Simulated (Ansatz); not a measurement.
# LiPrP3: the cost of one run

Computed with Ansatz 0.2.0 (DFT PBE, scalar-relativistic, plane waves, PAW; 4f electrons in the core of a trivalent norm-conserving potential, unless a step's input says otherwise).

2 further runs of the same task are left out: 1 that didn't finish, 1 set aside as unsound or not needed.

## 1. The system as given

It takes space group P-6m2 (No. 187, hexagonal). Conventional cell: a = 4.196 Å, b = 4.196 Å, c = 7.255 Å, α = 90.00°, β = 90.00°, γ = 120.00°. Li (site symmetry -6m2) is surrounded by 3 Pr at 2.42 Å. Pr (site symmetry -6m2) is surrounded by 2 P at 2.15 Å and 3 Li at 2.42 Å. Around P (site symmetry -6m2) lie 6 P at 2.84 Å. P (site symmetry 3m) has 1 Pr at 2.15 Å in its first shell of neighbours.

Structure file:

```
CELL_PARAMETERS angstrom
4.19579 0.00000 0.00000
-2.09789 3.63366 0.00000
0.00000 0.00000 7.25479
ATOMIC_POSITIONS crystal
Li 0.66667 0.33333 0.00000
Pr 0.00000 0.00000 0.00000
P 0.33333 0.66667 0.50000
P 0.00000 0.00000 0.70319
P 0.00000 0.00000 0.29681
```

A structure generator made this guess: random cell by space group and Wyckoff sites (P-6m2, No. 187). Its size is a rough estimate.

## 2. A first look at the guess

input.yaml reads:

```yaml
crystal:
  lattice:
    - [4.19578737, 0.0, 0.0]
    - [-2.09789368, 3.63365845, 0.0]
    - [0.0, 0.0, 7.25479126]
  atoms:
    - { symbol: Li, position: [0.66666667, 0.33333333, 0.0] }
    - { symbol: Pr, position: [0.0, 0.0, 0.0] }
    - { symbol: P, position: [0.33333333, 0.66666667, 0.5] }
    - { symbol: P, position: [0.0, 0.0, 0.70319182] }
    - { symbol: P, position: [0.0, 0.0, 0.29680818] }
basis:
  ecutwfc: 660
kpoints:
  mp_grid: { grid: [6, 6, 4] }
hamiltonian:
  xc: pbe
  pseudopotentials:
    kind: paw
    azcp: { Pr: "pseudopotentials/pbe/nc/lanthanide_3plus/Pr.nc.azcp" }
scf:
  occupations: { method: gaussian, width: 0.1 }
  lower_state_search: "off"
output:
  forces: true
  stress: true
  eigenvalues: true
```

On the command line:

```console
$ ansatz run input.yaml --threads 1 --pin off --max-ram 2560MiB --backend cpu --events-out ev --progress --plain --runs-dir out
```

Q: Estimate wall time and peak memory on 1 thread of Intel Xeon at 2.50GHz (Skylake/Cascade Lake), shared host.

About 19 s, with a peak of 0.4 GiB.
